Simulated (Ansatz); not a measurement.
**Y: the crystal squeezed far**

An exercise on one series of results from a longer session: the logs are not shown, and one member is left open.

Program: Ansatz 0.2.0. Level of theory: DFT, PBE, PAW with Ansatz's default frozen-core files, scalar-relativistic. These are calculated values, not measurements.

## The system as given

It takes space group P6_3/mmc (No. 194, hexagonal). Conventional cell: a = 3.608 Å, b = 3.608 Å, c = 5.845 Å, α = 90.00°, β = 90.00°, γ = 120.00°. Y (site symmetry -6m2) has 12 Y at 3.59 to 3.61 Å in its first shell of neighbours.

Structure file:

```xyz
2
Lattice="3.6077 0.0000 0.0000 -1.8039 3.1244 0.0000 0.0000 0.0000 5.8445" Properties=species:S:1:pos:R:3 pbc="T T T"
Y     0.0000    2.0829    1.4611
Y     1.8039    1.0415    4.3834
```

Whether this phase is the stable one at these pressures isn't tested.

Atoms are numbered in the order of the input: Y1, Y2.

The first run:

input.yaml reads:

```yaml
crystal:
  lattice:
    - [3.607746229, 0.0, 0.0]
    - [-1.8038731145, 3.1243998848, 0.0]
    - [0.0, 0.0, 5.8445488911]
  atoms:
    - { symbol: "Y", position: [0.3333333333, 0.6666666667, 0.25] }
    - { symbol: "Y", position: [0.6666666667, 0.3333333333, 0.75] }
kpoints:
  mp_grid: { grid: [14, 14, 7] }
scf:
  occupations: { method: fermi_dirac, width: 0.05 }
hamiltonian:
  xc: pbe
  pseudopotentials: { kind: paw }
output:
  forces: true
  stress: true
relax:
  f_tol: 0.005
  max_steps: 40
  cell: {}
```

Launch:

```sh
ansatz run input.yaml --threads 1 --pin off --max-ram 2048MiB --backend cpu --events-out ev --progress --plain --runs-dir out
```

Among the steps run: Cell relaxed at zero pressure, PAW; Volume scaled by 1, PAW; Shape and atoms relaxed at 0.95 of the volume, PAW; Volume scaled by 0.95, PAW; Shape and atoms relaxed at 0.85 of the volume, PAW; Volume scaled by 0.85, PAW; Shape and atoms relaxed at 0.75 of the volume, PAW; Volume scaled by 0.75, PAW; Shape and atoms relaxed at 0.65 of the volume, PAW; Volume scaled by 0.65, PAW; Shape and atoms relaxed at 0.55 of the volume, PAW; Volume scaled by 0.55, PAW; Shape and atoms relaxed at 0.45 of the volume, PAW; Volume scaled by 0.45, PAW; Shape and atoms relaxed at 0.4 of the volume, PAW; Volume scaled by 0.4, PAW; Volume scaled by 0.4, PAW (cutoff 800 eV).

One table of the session follows, with a row left open; its other results are not shown here.

```
             method  volume over the first  volume (Å³/atom)  pressure (GPa)
                PAW                      1            32.895            0.02
                PAW                   0.95            31.250            2.28
                PAW                   0.85            27.961            8.24
                PAW                   0.75                 ?               ?
                PAW                   0.65            21.382           31.95
                PAW                   0.55            18.092           56.34
                PAW                   0.45            14.803          100.26
                PAW                    0.4            13.158          139.77
PAW (cutoff 800 eV)                    0.4            13.158          139.75
```

Estimate the missing values for PAW, 0.75.

The run gave: volume (Å³/atom): 24.671; pressure (GPa): 17.36. In the column «volume (Å³/atom)» it lies between PAW, 0.65 (21.382) and PAW, 0.85 (27.961).
